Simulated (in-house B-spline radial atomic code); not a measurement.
# Te¹¹⁺: density, ELF and screening along the radius

How do the shells of Te¹¹⁺ show in real space, and how much do the settings move them?

Method: several methods, spin-polarised, as named in each step; spherical all-electron atom at the radial basis limit. Code: in-house B-spline radial atomic code version 1.

**1. Starting point**

| Quantity | Value |
| --- | --- |
| element | tellurium (Z = 52) |
| charge | +11 |
| electrons | 41 |
| configuration | [Kr] 4d5 |
| nucleus | point (non-relativistic runs) or finite (X2C runs) |

The outer shells:

[Kr] 4d5
```
[Kr] core
4d [↑ ][↑ ][↑ ][↑ ][↑ ]
```

Where spins are not typed, each open shell is filled with up spins first.

**2. LDA (VWN5), non-rel.**

Input settings:

```ini
Z = 52
electrons = 41.0
configuration = [Kr] 4d5
hamiltonian = nr
method = lda,vwn
spin_polarised = True
```

On the command line:

```bash
$ python run_scf.py task.json out
```

task.json lists these runs, among others, and the program works through them in turn.

Main fields of the result record, rounded:

```text
{
  "status": "converged",
  "scf [iteration, energy, orbital gradient]": [
    [1, -6550.21985214, 1.1],
    [2, -6564.98544965, 0.55],
    [3, -6568.83899342, 0.147],
    [4, -6569.13665956, 0.0417],
    [5, -6569.15467765, 0.0186],
    [6, -6569.15983662, 0.00165],
    [7, -6569.15985576, 3.1e-05],
    [8, -6569.15985577, 1.23e-06],
    [9, -6569.15985577, 3.14e-08]
  ],
  "energy [hartree]": {"total": -6569.15985577, "kinetic": 6566.00941945, "nuclear": -15284.8816716, "coulomb": 2307.91283498, "xc": -158.200438583},
  "orbitals [hartree, bohr; first row names the columns]": [
    ["name", "occ", "eps", "<r>", "<r^2>", "<1/r>", "r_max", "density_at_nucleus", "spin_orbit_zeta"],
    ["1s up", 1.0, -1123.8704, 0.029263, 0.0011452, 51.428, 0.019381, 43774.0, "-"],
    ["1s down", 1.0, -1123.8679, 0.029263, 0.0011452, 51.428, 0.019381, 43775.0, "-"],
    ["2s up", 1.0, -175.10351, 0.12609, 0.018666, 11.787, 0.10715, 4585.3, "-"],
    ["2s down", 1.0, -175.02616, 0.12608, 0.018664, 11.789, 0.10714, 4586.7, "-"],
    ["2p up", 3.0, -164.89119, 0.10739, 0.014018, 11.803, 0.083734, "-", 6.113],
    ["2p down", 3.0, -164.83061, 0.10738, 0.014014, 11.805, 0.08372, "-", 6.1155],
    ["3s up", 1.0, -40.978429, 0.33562, 0.12851, 4.2896, 0.30557, 898.49, "-"],
    ["3s down", 1.0, -40.924937, 0.33533, 0.12825, 4.2924, 0.30558, 899.4, "-"],
    ["3p up", 3.0, -36.712197, 0.32585, 0.12295, 4.2191, 0.29182, "-", 1.1351],
    ["3p down", 3.0, -36.656155, 0.32555, 0.12268, 4.2214, 0.29185, "-", 1.1359],
    ["3d up", 5.0, -28.784865, 0.29591, 0.1035, 4.0902, 0.23751, "-", 0.15698],
    ["3d down", 5.0, -28.713172, 0.29569, 0.10328, 4.0913, 0.23768, "-", 0.157],
    ["4s up", 1.0, -12.890114, 0.76155, 0.6519, 1.8201, 0.71426, 208.45, "-"],
    ["4s down", 1.0, -12.657647, 0.76209, 0.65321, 1.8195, 0.71334, 208.33, "-"],
    ["4p up", 3.0, -11.353921, 0.78558, 0.69799, 1.7377, 0.72981, "-", 0.24705],
    ["4p down", 3.0, -11.123427, 0.78676, 0.70062, 1.7357, 0.729, "-", 0.24652],
    ["4d up", 5.0, -8.6837101, 0.84148, 0.81154, 1.563, 0.76105, "-", 0.02874]
  ],
  "sum_r [bohr^k]": {"-1": 293.94, "1": 16.98617, "2": 11.70987},
  "density_at_nucleus [bohr^-3]": 98935.85,
  "spin_density_at_nucleus [bohr^-3]": -2.53844,
  "mass_velocity [hartree]": -596.3695,
  "darwin [hartree]": 430.3359,
  "radius_at_0.001 [bohr]": 2.048,
  "radius_enclosing_fraction [bohr]": {"0.5": 0.3062, "0.9": 0.919, "0.99": 1.393},
  "slater [hartree]": {
    "F0(4p up,4p up)": 1.1421,
    "F2(4p up,4p up)": 0.60344,
    "F0(4p up,4p down)": 1.1413,
    "F2(4p up,4p down)": 0.60266,
    "F0(4p up,4d up)": 1.1025,
    "F2(4p up,4d up)": 0.57179,
    "G1(4p up,4d up)": 0.72558,
    "G3(4p up,4d up)": 0.45684,
    "F0(4p down,4p down)": 1.1405,
    "F2(4p down,4p down)": 0.60188,
    "F0(4p down,4d up)": 1.1017,
    "F2(4p down,4d up)": 0.57113,
    "F0(4d up,4d up)": 1.0677,
    "F2(4d up,4d up)": 0.55001,
    "F4(4d up,4d up)": 0.37049
  }
}
```

Wall time 0.24 s (1 thread, shared host).

radius_at_0.001 is where the density falls to 0.001 electrons per bohr³.

Fields along the radius, from the same record (one point in 2):

```tsv
r (bohr)	4πr²n (1/bohr)	ELF	screened charge r·V (e)	reduced gradient s	4πr²(n↑−n↓)
0.00377	11.94	0.9991	50.90	0.4133	-0.0003061
0.00552	21.36	0.9986	50.40	0.4381	-0.0005471
0.00808	35.12	0.9971	49.70	0.4761	-0.0008994
0.0118	51.16	0.9919	48.72	0.5339	-0.001306
0.0173	63.38	0.9643	47.39	0.6190	-0.001520
0.0253	64.20	0.7902	45.64	0.7065	-0.0002692
0.0370	57.92	0.3799	43.36	0.6282	0.01089
0.0542	64.41	0.3996	40.40	0.3232	0.08028
0.0792	83.09	0.7151	36.73	0.3244	0.3855
0.116	76.93	0.6275	32.46	0.4979	1.246
0.170	60.81	0.3283	27.74	0.3406	2.318
0.248	70.92	0.6906	22.82	0.2718	1.634
0.363	47.21	0.6538	18.50	0.6299	-0.02589
0.531	21.44	0.2124	15.13	0.4003	3.626
0.777	21.81	0.8013	12.43	0.4250	7.497
1.14	7.433	0.6318	11.20	1.257	3.369
1.66	0.5274	0.05884	11.01	4.493	0.3286
2.43	0.004723	0.0001735	11.00	29.40	0.003880
```

**3. PBE, non-rel.**

Input settings:

```ini
Z = 52
electrons = 41.0
configuration = [Kr] 4d5
hamiltonian = nr
method = pbe,pbe
spin_polarised = True
```

Main fields:

```text
{
  "status": "converged",
  "iterations": 9,
  "energy [hartree]": {"total": -6574.42795483, "kinetic": 6572.35464523, "nuclear": -15291.6927448, "coulomb": 2308.44348117, "xc": -163.533336429},
  "orbitals [hartree, bohr; first row names the columns]": [
    ["name", "occ", "eps", "<r>"],
    ["1s up", 1.0, -1125.0705, 0.02924],
    ["1s down", 1.0, -1125.0699, 0.02924],
    ["2s up", 1.0, -175.24016, 0.126],
    ["2s down", 1.0, -175.16042, 0.12598],
    ["2p up", 3.0, -164.937, 0.10736],
    ["2p down", 3.0, -164.87773, 0.10733],
    ["3s up", 1.0, -41.0119, 0.33506],
    ["3s down", 1.0, -40.974535, 0.33481],
    ["3p up", 3.0, -36.718381, 0.32546],
    ["3p down", 3.0, -36.675796, 0.32521],
    ["3d up", 5.0, -28.771521, 0.29571],
    ["3d down", 5.0, -28.705243, 0.29557],
    ["4s up", 1.0, -12.912882, 0.76137],
    ["4s down", 1.0, -12.657036, 0.76174],
    ["4p up", 3.0, -11.367196, 0.78559],
    ["4p down", 3.0, -11.11321, 0.78673],
    ["4d up", 5.0, -8.6863871, 0.84174]
  ],
  "sum_r [bohr^k]": {"-1": 294.071, "1": 16.98159, "2": 11.7015}
}
```

It took 0.1 s on 1 thread, shared host.

Fields along the radius, from the same record (one point in 4):

```tsv
r (bohr)	4πr²n (1/bohr)	ELF	screened charge r·V (e)	reduced gradient s	4πr²(n↑−n↓)
0.00377	11.97	0.9992	50.90	0.4133	-0.0003228
0.00808	35.18	0.9971	49.70	0.4762	-0.0009446
0.0173	63.45	0.9643	47.39	0.6194	-0.001566
0.0370	57.90	0.3791	43.36	0.6285	0.01086
0.0793	83.20	0.7163	36.71	0.3248	0.3847
0.170	60.73	0.3275	27.74	0.3402	2.310
0.363	47.21	0.6544	18.49	0.6319	-0.03794
0.778	21.87	0.8030	12.42	0.4253	7.536
1.66	0.5257	0.05828	11.01	4.476	0.3270
```

**4. Hartree-Fock, non-rel.**

Input settings:

```ini
Z = 52
electrons = 41.0
configuration = [Kr] 4d5
hamiltonian = nr
method = hf
spin_polarised = True
```

Main fields:

```text
{
  "status": "converged",
  "iterations": 10,
  "energy [hartree]": {"total": -6572.98656986, "kinetic": 6572.98657191, "nuclear": -15292.0000246, "coulomb": 2308.1627937, "exact_exchange": -162.135910839},
  "orbitals [hartree, bohr; first row names the columns]": [
    ["name", "occ", "eps", "<r>"],
    ["1s up", 1.0, -1138.9446, 0.029237],
    ["1s down", 1.0, -1138.942, 0.029236],
    ["2s up", 1.0, -180.85082, 0.12584],
    ["2s down", 1.0, -180.69715, 0.1258],
    ["2p up", 3.0, -169.83601, 0.10743],
    ["2p down", 3.0, -169.68753, 0.10737],
    ["3s up", 1.0, -43.593872, 0.3333],
    ["3s down", 1.0, -43.524704, 0.33273],
    ["3p up", 3.0, -38.939037, 0.3242],
    ["3p down", 3.0, -38.857832, 0.32358],
    ["3d up", 5.0, -30.428755, 0.29459],
    ["3d down", 5.0, -30.25218, 0.29534],
    ["4s up", 1.0, -14.026675, 0.76218],
    ["4s down", 1.0, -13.456187, 0.76326],
    ["4p up", 3.0, -12.277319, 0.78677],
    ["4p down", 3.0, -11.590445, 0.79055],
    ["4d up", 5.0, -9.1908975, 0.84379]
  ],
  "sum_r [bohr^k]": {"-1": 294.0769, "1": 16.98988, "2": 11.71472}
}
```

Run time: 0.15 s. Hardware: 1 thread, shared host.

The record's radial tables, every 4th point:

```tsv
r (bohr)	4πr²n (1/bohr)	ELF	screened charge r·V (e)	reduced gradient s	4πr²(n↑−n↓)
0.00378	12.02	0.9992	50.90	0.4131	-0.0003783
0.00808	35.19	0.9972	49.70	0.4758	-0.001088
0.0173	63.48	0.9646	47.39	0.6193	-0.001653
0.0371	57.83	0.3761	43.34	0.6274	0.01187
0.0794	83.30	0.7182	36.70	0.3249	0.3863
0.170	60.62	0.3251	27.74	0.3395	2.320
0.364	46.95	0.6534	18.47	0.6379	-0.07875
0.779	21.85	0.8060	12.42	0.4240	7.580
1.67	0.4909	0.05334	11.01	4.656	0.3025
```

**5. TPSSh, non-rel.**

Input settings:

```ini
Z = 52
electrons = 41.0
configuration = [Kr] 4d5
hamiltonian = nr
method = tpssh
spin_polarised = True
```

Main fields:

```text
{
  "status": "converged",
  "iterations": 7,
  "energy [hartree]": {"total": -6574.75264212, "kinetic": 6572.67856583, "nuclear": -15291.6598266, "coulomb": 2308.08845829, "exact_exchange": -16.2081821259, "xc": -147.651657497},
  "orbitals [hartree, bohr; first row names the columns]": [
    ["name", "occ", "eps", "<r>"],
    ["1s up", 1.0, -1127.4412, 0.02923],
    ["1s down", 1.0, -1127.4414, 0.02923],
    ["2s up", 1.0, -175.95714, 0.12593],
    ["2s down", 1.0, -175.87645, 0.1259],
    ["2p up", 3.0, -165.49343, 0.10736],
    ["2p down", 3.0, -165.42956, 0.10733],
    ["3s up", 1.0, -41.366193, 0.33452],
    ["3s down", 1.0, -41.337338, 0.33429],
    ["3p up", 3.0, -36.995763, 0.32518],
    ["3p down", 3.0, -36.955766, 0.32496],
    ["3d up", 5.0, -28.948324, 0.29566],
    ["3d down", 5.0, -28.869624, 0.29567],
    ["4s up", 1.0, -13.071706, 0.76164],
    ["4s down", 1.0, -12.775147, 0.76208],
    ["4p up", 3.0, -11.489444, 0.78592],
    ["4p down", 3.0, -11.181598, 0.78751],
    ["4d up", 5.0, -8.7456718, 0.84179]
  ],
  "sum_r [bohr^k]": {"-1": 294.0704, "1": 16.98322, "2": 11.70033}
}
```

Run time: 0.2 s. Hardware: 1 thread, shared host.

Meta-GGA runs start from a PBE run whose iterations are not counted.

The record's radial tables, every 4th point:

```tsv
r (bohr)	4πr²n (1/bohr)	ELF	screened charge r·V (e)	reduced gradient s	4πr²(n↑−n↓)
0.00377	11.97	0.9992	50.90	0.4131	-0.0003305
0.00808	35.20	0.9972	49.70	0.4760	-0.0009584
0.0173	63.47	0.9644	47.39	0.6194	-0.001481
0.0370	57.87	0.3785	43.36	0.6291	0.01163
0.0793	83.24	0.7169	36.72	0.3247	0.3853
0.170	60.64	0.3263	27.74	0.3397	2.311
0.363	47.20	0.6555	18.50	0.6328	-0.04596
0.778	21.89	0.8040	12.42	0.4257	7.564
1.66	0.5184	0.05707	11.01	4.514	0.3211
```

**6. r2SCAN, non-rel.**

Input settings:

```ini
Z = 52
electrons = 41.0
configuration = [Kr] 4d5
hamiltonian = nr
method = r2scan
spin_polarised = True
```

Main fields:

```text
{
  "status": "converged",
  "iterations": 8,
  "energy [hartree]": {"total": -6575.0212747, "kinetic": 6572.97585243, "nuclear": -15292.1318414, "coulomb": 2308.28650184, "xc": -164.151787567},
  "orbitals [hartree, bohr; first row names the columns]": [
    ["name", "occ", "eps", "<r>"],
    ["1s up", 1.0, -1127.0265, 0.029245],
    ["1s down", 1.0, -1127.0267, 0.029245],
    ["2s up", 1.0, -176.13649, 0.12596],
    ["2s down", 1.0, -176.01761, 0.12593],
    ["2p up", 3.0, -165.64704, 0.10739],
    ["2p down", 3.0, -165.56157, 0.10735],
    ["3s up", 1.0, -41.40265, 0.33429],
    ["3s down", 1.0, -41.378223, 0.33408],
    ["3p up", 3.0, -37.021334, 0.32501],
    ["3p down", 3.0, -36.982348, 0.32482],
    ["3d up", 5.0, -28.945543, 0.29568],
    ["3d down", 5.0, -28.861003, 0.29566],
    ["4s up", 1.0, -13.081479, 0.76192],
    ["4s down", 1.0, -12.745168, 0.76294],
    ["4p up", 3.0, -11.488518, 0.78616],
    ["4p down", 3.0, -11.152341, 0.78752],
    ["4d up", 5.0, -8.7297668, 0.84126]
  ],
  "sum_r [bohr^k]": {"-1": 294.0795, "1": 16.98136, "2": 11.69473}
}
```

Wall time 0.16 s (1 thread, shared host).

The record's radial tables, every 4th point:

```tsv
r (bohr)	4πr²n (1/bohr)	ELF	screened charge r·V (e)	reduced gradient s	4πr²(n↑−n↓)
0.00377	11.97	0.9991	50.90	0.4131	-0.0002601
0.00808	35.19	0.9971	49.70	0.4760	-0.0007616
0.0173	63.47	0.9643	47.39	0.6193	-0.001230
0.0370	57.89	0.3787	43.36	0.6289	0.01148
0.0792	83.21	0.7163	36.73	0.3241	0.3864
0.170	60.60	0.3257	27.74	0.3402	2.320
0.363	47.24	0.6564	18.50	0.6331	-0.05105
0.777	21.94	0.8036	12.43	0.4221	7.588
1.66	0.5116	0.05631	11.01	4.580	0.3168
```

**7. Results**

| run | total energy (hartree) | highest level (eV) | radius holding 50 / 90 / 99 % (bohr) | radius at n = 0.001 (bohr) | ELF minima on the full grid (bohr) |
| --- | --- | --- | --- | --- | --- |
| LDA (VWN5), non-rel. | -6569.1599 | -236.30 | 0.306 / 0.919 / 1.39 | 2.05 | 0.045, 0.17, 0.53 |
| PBE, non-rel. | -6574.4280 | -236.37 | 0.306 / 0.918 / 1.39 | 2.05 | 0.045, 0.17, 0.53 |
| Hartree-Fock, non-rel. | -6572.9866 | -250.10 | 0.306 / 0.920 / 1.39 | 2.04 | 0.045, 0.17, 0.53 |
| TPSSh, non-rel. | -6574.7526 | -237.98 | 0.306 / 0.919 / 1.39 | 2.05 | 0.045, 0.17, 0.53 |
| r2SCAN, non-rel. | -6575.0213 | -237.55 | 0.306 / 0.919 / 1.39 | 2.04 | 0.045, 0.17, 0.53 |

**Reading.** In the first run ELF has 3 minima on the grid, which mark the borders between shells. On the record's full grid the screened charge (r times the electrostatic potential) falls from 51.9 near the nucleus to 11.00 at 3.0 bohr; far out it tends to the net charge, 11. The grid is coarse (about 21 % a step), so the places of minima are rough.
